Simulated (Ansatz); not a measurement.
# C₃H₈AlN: one species, many methods

How much do the methods differ for C₃H₈AlN? The plan is to run it at one geometry with functionals of several rungs and with coupled cluster, and see how far each lands from CCSD(T) at the basis-set limit for the atomisation energy.

The runs use Ansatz 0.2.0, Gaussian basis; functionals in def2-TZVPP, the program's frozen cores in correlated methods.

The runs, in order: PBE-D4, r2SCAN-D4, PBE0-D4, B3LYP-D4, ωB97X-V, ωB97M-V, B2PLYP; CCSD(T)/def2-TZVPP; MP2/def2-QZVPP; extrapolation to the limit.

## (1) Structure used throughout

An earlier PBE0-D4 in a triple-zeta def2 set relaxation fixed the geometry.

13 atoms, charge 0, spin multiplicity 1.

Atoms are counted from 1 here; the program's logs count them from 0.

Bond lengths: N1–C2 1.508 Å, N1–Al5 1.997 Å, N1–H6 1.011 Å, N1–H7 1.018 Å, C2–C3 1.527 Å, C2–Al5 1.954 Å, C2–H8 1.086 Å, C3–C4 1.561 Å, C3–H9 1.092 Å, C3–H10 1.104 Å, C4–Al5 1.963 Å, C4–H11 1.092 Å, C4–H12 1.090 Å, Al5–H13 1.588 Å. Angles: C2–N1–Al5 66.1°, C2–N1–H6 112.1°, C2–N1–H7 115.6°, Al5–N1–H6 114.4°, Al5–N1–H7 131.0°, H6–N1–H7 109.5°, N1–C2–C3 105.5°, N1–C2–Al5 69.1°, N1–C2–H8 113.8°, C3–C2–Al5 87.7°, C3–C2–H8 117.3°, Al5–C2–H8 151.0°, C2–C3–C4 107.0°, C2–C3–H9 108.2°, C2–C3–H10 112.3°, C4–C3–H9 110.6°, C4–C3–H10 111.9°, H9–C3–H10 106.8° and more.

## (2) PBE-D4 (GGA)

File in.yaml:

```yaml
crystal:
  periodic: [false, false, false]
  atoms:
    - {symbol: N, position_ang: [-0.672244, 0.847359, 1.029664]}
    - {symbol: C, position_ang: [-0.782145, -0.562498, 0.504905]}
    - {symbol: C, position_ang: [0.631082, -0.949894, 0.073742]}
    - {symbol: C, position_ang: [1.030507, 0.005202, -1.093915]}
    - {symbol: Al, position_ang: [-0.788478, 0.730415, -0.960776]}
    - {symbol: H, position_ang: [-1.524289, 1.152653, 1.481041]}
    - {symbol: H, position_ang: [0.120089, 1.027770, 1.642430]}
    - {symbol: H, position_ang: [-1.302341, -1.240317, 1.175710]}
    - {symbol: H, position_ang: [0.610999, -1.987104, -0.267983]}
    - {symbol: H, position_ang: [1.351571, -0.903626, 0.908349]}
    - {symbol: H, position_ang: [1.857401, 0.675031, -0.848069]}
    - {symbol: H, position_ang: [1.314665, -0.550468, -1.987866]}
    - {symbol: H, position_ang: [-1.826517, 1.720780, -1.642432]}
basis:
  gaussian: {orbitals: def2-TZVPP}
hamiltonian: {xc: pbe, dispersion: d4}
output: {forces: true, orbitals: {seedname: orbitals}}
```

Started as:

```bash
ansatz run in.yaml --threads 4 --pin off --events-out ev --progress --plain --max-ram 10444MiB
```

Further steps of the session: r2SCAN-D4 (meta-GGA); PBE0-D4 (hybrid); B3LYP-D4 (hybrid); ωB97X-V (range-separated); ωB97M-V (range-separated); B2PLYP (double hybrid); CCSD(T) in def2-TZVPP; MP2 in def2-QZVPP.

Before running them: what should the planned runs give, taken together? Wanted: atomisation energy, CCSD(T)/CBS; farthest; mean size of error, hybrid; mean size of error, range-separated; gap, smallest and largest; T1 diagnostic; triples share of the correlation energy.

**Answer**, as computed:

```
                               quantity                                 value
        atomisation energy, CCSD(T)/CBS                             49.476 eV
    functionals within 0.247 eV (0.5 %)          r2SCAN-D4, B3LYP-D4, ωB97X-V
                               farthest                    PBE-D4 (+1.055 eV)
             mean size of error, hybrid                              0.167 eV
    mean size of error, range-separated                              0.250 eV
              gap, smallest and largest  4.50 eV (PBE-D4), 10.52 eV (ωB97X-V)
                          T1 diagnostic                                0.0102
triples share of the correlation energy                                 4.0 %
```

In words: PBE-D4 misses by +1.055 eV. Double hybrids carry the basis error of their MP2 part in triple zeta, and no dispersion term here, so their miss is partly the set-up's. The reference freezes the cores and leaves out relativity and excitations past (T), so misses under about 0.247 eV can't be ranked. Hartree-Fock recovers 72 % of the binding; the rest is correlation. Orbital gaps span 4.5 to 10.5 eV; exact exchange widens them.
